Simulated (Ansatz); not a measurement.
# ClH3S3Sn: the cost of one run

Program: Ansatz 0.2.0, Gaussian basis. Level of theory: the settings change from run to run. These are calculated values, not measurements.

**1. The molecule**

The structure was relaxed beforehand with PBE0-D4 in a triple-zeta def2 set. Sn takes a core potential in def2 sets; no spin-orbit term is included.

SMILES `[SH][Sn]([SH])([SH])[Cl]`, 8 atoms, charge 0, spin multiplicity 1.

Atoms are counted from 1 here; the program's logs count them from 0.

Bond lengths: S1–Sn2 2.380 Å, S1–H6 1.345 Å, Sn2–S3 2.380 Å, Sn2–S4 2.385 Å, Sn2–Cl5 2.323 Å, S3–H7 1.345 Å, S4–H8 1.345 Å. Angles: Sn2–S1–H6 92.0°, S1–Sn2–S3 105.6°, S1–Sn2–S4 114.8°, S1–Sn2–Cl5 109.7°, S3–Sn2–S4 112.8°, S3–Sn2–Cl5 111.8°, S4–Sn2–Cl5 102.2°, Sn2–S3–H7 91.7°, Sn2–S4–H8 92.1°.

Coordinates:

| atom | x (Å) | y (Å) | z (Å) |
| --- | --- | --- | --- |
| S1 | -1.33509 | 1.55182 | 1.19800 |
| Sn2 | 0.19190 | 0.28198 | -0.11374 |
| S3 | 1.96983 | -0.30145 | 1.35702 |
| S4 | -0.76160 | -1.61015 | -1.20874 |
| Cl5 | 0.93905 | 1.55933 | -1.90432 |
| H6 | -2.06890 | 1.87386 | 0.11807 |
| H7 | 2.36936 | -1.29574 | 0.54464 |
| H8 | -1.21235 | -2.11666 | -0.04683 |

**2. PBE0-DH/x2c-TZVPPall**

Options: a point charge of 1.00 e beside it, relativity set to none.

The input, in.yaml:

```yaml
crystal:
  periodic: [false, false, false]
  atoms:
    - {symbol: S, position_ang: [-1.335090, 1.551816, 1.197999]}
    - {symbol: Sn, position_ang: [0.191901, 0.281983, -0.113745]}
    - {symbol: S, position_ang: [1.969832, -0.301454, 1.357025]}
    - {symbol: S, position_ang: [-0.761596, -1.610146, -1.208736]}
    - {symbol: Cl, position_ang: [0.939047, 1.559332, -1.904321]}
    - {symbol: H, position_ang: [-2.068899, 1.873860, 0.118066]}
    - {symbol: H, position_ang: [2.369355, -1.295735, 0.544641]}
    - {symbol: H, position_ang: [-1.212351, -2.116655, -0.046829]}
basis:
  gaussian: {orbitals: x2c-TZVPPall, point_charges: [{charge: 1.00, position_ang: [6.451, -0.682, -0.043]}]}
hamiltonian: {xc: {name: PBE0-DH}, pseudopotentials: {relativity: none}}
output: {forces: true}
```

On the command line:

```bash
ansatz run in.yaml --threads 4 --pin off --events-out ev --progress --plain --max-ram 10444MiB
```

Q: Estimate wall time and peak memory on 4 threads of Intel Xeon at 2.50GHz, shared host.

About 42 s, with a peak of 1.1 GiB.
